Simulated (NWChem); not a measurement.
# A workflow on the pair SiHF3···H2

Aim: the energy (singlet SiH3F3, PBE0-D3(BJ)/6-31G*), then a single-point energy (singlet SiHF3, PBE0-D3(BJ)/6-31G*), then a single-point energy (singlet H2, PBE0-D3(BJ)/6-31G*), then a single-point energy (singlet SiHF3, PBE0-D3(BJ)/6-31G*), then a single-point energy (singlet H2, PBE0-D3(BJ)/6-31G*) of F3H3Si and its partners. 

The results are computed with NWChem 7.3.0.

### Step 1. The structure to begin with

SiH3F3: 7 atoms, total charge 0, spin state singlet. The two molecules were placed rigidly side by side, at 1.3 times their contact distance; the pair isn't optimised.

Bond lengths: F1–Si2 1.573 Å, Si2–F3 1.573 Å, Si2–F4 1.573 Å, Si2–H5 1.461 Å, H6–H7 0.746 Å. Angles: F1–Si2–F3 108.3°, F1–Si2–F4 108.3°, F3–Si2–F4 108.3°, F1–Si2–H5 110.7°, F3–Si2–H5 110.7°, F4–Si2–H5 110.7°.

### Step 2. The energy at PBE0-D3(BJ)/6-31G(d) (spherical functions) (run 1)

work.nw reads:

```
start work
title "F3H3Si"
memory stack 880 mb heap 220 mb global 1100 mb

geometry units bohr noautosym nocenter noautoz
F     -0.84489655    -0.15533549     2.81814857
Si     0.07691185     0.00321253    -0.00340151
F     -1.12835547     2.42149506    -1.24192801
F     -0.93711519    -2.38729101    -1.44979788
H      2.83345535     0.11791891    -0.12302117
H     -3.01137307     7.39236294    -6.14024930
H     -3.94567256     6.69970272    -5.34310613
end

basis spherical bse
F library 6-31G*
Si library 6-31G*
H library 6-31G*
end

dft
xc pbe0
disp vdw 4
grid fine
convergence energy 1e-08
maxiter 100
mulliken
print low
end

task dft energy
```

Launch:

```console
nwchem work.nw > work.out
```

The log of the run:

```text
[...]
 d= 0,ls=0.0,diis     1   -590.4431559564 -7.88D+02  1.83D-02  9.07D-01     1.2
[...]
 d= 0,ls=0.0,diis     7   -590.5389021813 -4.19D-09  9.35D-07  2.09D-08     7.3
         Total DFT energy =     -590.538902181310
      One electron energy =    -1215.441947278651
           Coulomb energy =      480.056416694414
    Exchange-Corr. energy =      -53.187076516834
 Nuclear repulsion energy =      198.035769195473
    Dispersion correction =       -0.002064275712
[...]
      Total Density - Mulliken Population Analysis
     ---------------------------------------------
    Atom       Charge   Shell Charges
 -----------   ------   -------------------------------------------------------
    1 F    9     9.39   2.00  0.93  3.31  1.02  2.11  0.01
    2 Si  14    12.74   2.00  2.00  5.97  0.78  1.35  0.05  0.17  0.44
    3 F    9     9.39   2.00  0.93  3.31  1.02  2.11  0.01
    4 F    9     9.39   2.00  0.93  3.31  1.02  2.11  0.01
    5 H    1     1.10   0.50  0.59
    6 H    1     1.00   0.53  0.48
    7 H    1     1.00   0.52  0.47
[...]
```

Wall time 8.1 s (1 thread of Intel Xeon Platinum 8488C (Sapphire Rapids), shared host); peak memory 0.12 GiB.

### Step 3. SiHF3: a single-point energy at PBE0-D3(BJ)/6-31G(d) (spherical functions) (run 2)

nw.nw reads:

```
start nw
memory total 2200 mb

geometry noautosym nocenter noautoz
  F     -0.447100    -0.082200     1.491300
  Si     0.040700     0.001700    -0.001800
  F     -0.597100     1.281400    -0.657200
  F     -0.495900    -1.263300    -0.767200
  H      1.499400     0.062400    -0.065100
end

basis spherical bse
  F library 6-31G*
  Si library 6-31G*
  H library 6-31G*
end

dft
  xc pbe0
  disp vdw 4
  grid fine
  convergence energy 1e-08
  iterations 100
  mulliken
  noprint "final vectors analysis"
end

task dft energy
```

Launch:

```console
nwchem nw.nw > nw.out
```

The log of the run:

```text
[...]
          Wavefunction type:  closed shell.
          No. of atoms     :     5
          No. of electrons :    42
[...]
          Charge           :     0
          Spin multiplicity:     1
[...]
          AO basis - number of functions:    62
[...]
              XC Information
              --------------
                         PBE0 Method XC Functional
                     Hartree-Fock (Exact) Exchange  0.250
          PerdewBurkeErnzerhof Exchange Functional  0.750
            Perdew 1991 LDA Correlation Functional  1.000 local
           PerdewBurkeErnz. Correlation Functional  1.000 non-local
[...]
 d= 0,ls=0.0,diis     1   -589.2807620926 -7.78D+02  1.94D-02  8.98D-01     1.7
[...]
 d= 0,ls=0.0,diis     7   -589.3746712149 -4.16D-09  4.15D-07  1.84D-09     7.3
         Total DFT energy =     -589.374671214927
      One electron energy =    -1195.109236307549
           Coulomb energy =      469.826216255048
    Exchange-Corr. energy =      -52.497664638325
 Nuclear repulsion energy =      188.407864049543
    Dispersion correction =       -0.001850573643
[...]
      Total Density - Mulliken Population Analysis
     ---------------------------------------------
    Atom       Charge   Shell Charges
 -----------   ------   -------------------------------------------------------
    1 F    9     9.39   2.00  0.93  3.31  1.02  2.11  0.01
    2 Si  14    12.74   2.00  2.00  5.97  0.78  1.35  0.05  0.17  0.44
    3 F    9     9.39   2.00  0.93  3.31  1.02  2.11  0.01
    4 F    9     9.39   2.00  0.93  3.31  1.02  2.11  0.01
    5 H    1     1.10   0.50  0.59
[...]
```

Run time: 8.1 s. Hardware: 1 thread of Intel Xeon Platinum 8488C (Sapphire Rapids), shared host; peak memory 0.12 GiB.

### Step 4. H2: the energy at PBE0-D3(BJ)/6-31G(d) (spherical functions) (run 3)

a.nw reads:

```
start a
memory stack 880 mb heap 220 mb global 1100 mb
geometry units au noautosym nocenter noautoz
 H   -3.01137307   7.39236294  -6.14024930
 H   -3.94567256   6.69970272  -5.34310613
end
basis spherical bse
 * library 6-31G*
end
dft
 xc pbe0
 disp vdw 4
 grid fine
 convergence energy 1e-08
 maxiter 100
 mulliken
 print low
end
task dft energy
```

Launch:

```console
nwchem a.nw > a.out
```

The log of the run:

```text
[...]
 d= 0,ls=0.0,diis     1     -1.1621208319 -1.87D+00  1.94D-02  8.50D-03     0.1
[...]
 d= 0,ls=0.0,diis     4     -1.1639504973 -2.87D-11  2.34D-10  4.89D-19     0.2
         Total DFT energy =       -1.163950497337
      One electron energy =       -2.488020906558
           Coulomb energy =        1.304525502288
    Exchange-Corr. energy =       -0.689600414210
 Nuclear repulsion energy =        0.709214337631
    Dispersion correction =       -0.000069016489
[...]
      Total Density - Mulliken Population Analysis
     ---------------------------------------------
    Atom       Charge   Shell Charges
 -----------   ------   -------------------------------------------------------
    1 H    1     1.00   0.52  0.48
    2 H    1     1.00   0.52  0.48
[...]
```

It took 0.77 s on 1 thread of Intel Xeon Platinum 8488C (Sapphire Rapids), shared host; peak memory 0.11 GiB.

### Step 5. SiHF3 among ghost functions: a single-point energy at PBE0-D3(BJ)/6-31G(d) (spherical functions, with ghost functions) (run 4)

work.nw reads:

```
start work
title "F3HSi"
memory 2200 mb
charge 0
geometry units au noautosym nocenter noautoz
 F   -0.84489655  -0.15533549   2.81814857
 Si   0.07691185   0.00321253  -0.00340151
 F   -1.12835547   2.42149506  -1.24192801
 F   -0.93711519  -2.38729101  -1.44979788
 H    2.83345535   0.11791891  -0.12302117
 bqH     -3.011373     7.392363    -6.140249
 bqH     -3.945673     6.699703    -5.343106
end
basis spherical bse
 F library 6-31G*
 Si library 6-31G*
 H library 6-31G*
 bqH library H 6-31G*
end
dft
 xc pbe0
 disp vdw 4
 grid fine
 convergence energy 1e-08
 iterations 100
 mulliken
 print low
end
task dft energy
```

Launch:

```console
nwchem work.nw > work.out
```

The log of the run:

```text
[...]
 d= 0,ls=0.0,diis     1   -589.2808401364 -7.78D+02  1.82D-02  8.98D-01     1.5
[...]
 d= 0,ls=0.0,diis     7   -589.3747473286 -4.16D-09  4.05D-07  2.08D-09     7.8
         Total DFT energy =     -589.374747328569
      One electron energy =    -1195.106678098407
           Coulomb energy =      469.823400267062
    Exchange-Corr. energy =      -52.497469426409
 Nuclear repulsion energy =      188.407850502800
    Dispersion correction =       -0.001850573613
[...]
      Total Density - Mulliken Population Analysis
     ---------------------------------------------
    Atom       Charge   Shell Charges
 -----------   ------   -------------------------------------------------------
    1 F    9     9.39   2.00  0.93  3.31  1.02  2.11  0.01
    2 Si  14    12.74   2.00  2.00  5.97  0.78  1.35  0.05  0.17  0.44
    3 F    9     9.39   2.00  0.93  3.31  1.02  2.11  0.01
    4 F    9     9.39   2.00  0.93  3.31  1.02  2.11  0.01
    5 H    1     1.10   0.50  0.59
    6 X    0    -0.00  -0.00 -0.00
    7 X    0     0.00  -0.00  0.00
[...]
```

Wall time 8.4 s (1 thread of Intel Xeon Platinum 8488C (Sapphire Rapids), shared host); peak memory 0.12 GiB.

### Step 6. H2 among ghost functions: a single-point energy at PBE0-D3(BJ)/6-31G(d) (spherical functions, with ghost functions) (run 5)

nw.nw reads:

```
start nw
title "H2 PBE0"
memory total 2200 mb
charge 0

geometry noautosym nocenter noautoz
   H    -1.593550    3.911870   -3.249280
   H    -2.087960    3.545330   -2.827450
   bqF     -0.447100    -0.082200     1.491300
   bqSi     0.040700     0.001700    -0.001800
   bqF     -0.597100     1.281400    -0.657200
   bqF     -0.495900    -1.263300    -0.767200
   bqH      1.499400     0.062400    -0.065100
end

basis spherical bse
   H library 6-31G*
   bqF library F 6-31G*
   bqSi library Si 6-31G*
   bqH library H 6-31G*
end

dft
   xc pbe0
   disp vdw 4
   grid fine
   convergence energy 1e-08
   iterations 100
   mulliken
   print low
end

task dft energy
```

Launch:

```console
nwchem nw.nw > nw.out
```

The log of the run:

```text
[...]
 d= 0,ls=0.0,diis     1     -1.1621429299 -1.87D+00  1.17D-03  8.52D-03     0.9
[...]
 d= 0,ls=0.0,diis     4     -1.1639728120 -1.36D-09  4.87D-08  5.39D-12     2.6
         Total DFT energy =       -1.163972811991
      One electron energy =       -2.487941621720
           Coulomb energy =        1.304335601426
    Exchange-Corr. energy =       -0.689512164032
 Nuclear repulsion energy =        0.709214388822
    Dispersion correction =       -0.000069016487
[...]
      Total Density - Mulliken Population Analysis
     ---------------------------------------------
    Atom       Charge   Shell Charges
 -----------   ------   -------------------------------------------------------
    1 H    1     1.00   0.52  0.48
    2 H    1     1.00   0.52  0.47
    3 X    0    -0.00  -0.00 -0.00 -0.00  0.00 -0.00 -0.00
    4 X    0     0.00  -0.00 -0.00 -0.00 -0.00 -0.00  0.00  0.00  0.00
    5 X    0     0.00   0.00 -0.00 -0.00 -0.00  0.00  0.00
    6 X    0    -0.00   0.00  0.00 -0.00 -0.00 -0.00 -0.00
    7 X    0    -0.00   0.00 -0.00
[...]
```

Wall time 3.3 s (1 thread of Intel Xeon Platinum 8488C (Sapphire Rapids), shared host); peak memory 0.12 GiB.

### Step 7. Summary of results

| quantity | value |
| --- | --- |
| run 1, PBE0-D3(BJ)/6-31G*: total energy | -590.53890 Eh |
| run 1, PBE0-D3(BJ)/6-31G*: dispersion energy | -5.42 kJ/mol |
| SiHF3: total energy | -589.37467 Eh |
| SiHF3: dipole moment | 1.29 D |
| SiHF3: dispersion energy | -4.86 kJ/mol |
| H2: total energy | -1.16395 Eh |
| H2: dispersion energy | -0.18 kJ/mol |
| SiHF3 among ghost functions: total energy | -589.37475 Eh |
| SiHF3 among ghost functions: dispersion energy | -4.86 kJ/mol |
| H2 among ghost functions: total energy | -1.16397 Eh |
| H2 among ghost functions: dispersion energy | -0.18 kJ/mol |
| interaction energy of the rigid parts SiHF3 and H2 (parts in their own basis; closest atoms 3.47 Å apart) | -0.008 eV |
| interaction energy of the rigid parts SiHF3 and H2 (parts in the whole basis, counterpoise; closest atoms 3.47 Å apart) | -0.005 eV |

In words: The interaction energy of the rigid parts SiHF3 and H2 (parts in their own basis; closest atoms 3.47 Å apart) is −0.01 eV (−0.2 kcal/mol). Without counterpoise this holds the superposition error of the basis. The interaction energy of the rigid parts SiHF3 and H2 (parts in the whole basis, counterpoise; closest atoms 3.47 Å apart) is −0.00 eV (−0.1 kcal/mol). The basis-set superposition error is 0.3 kJ/mol. Mulliken charges (SiHF3) run from -0.39 on F1 to +1.26 on Si2; they depend strongly on the basis.
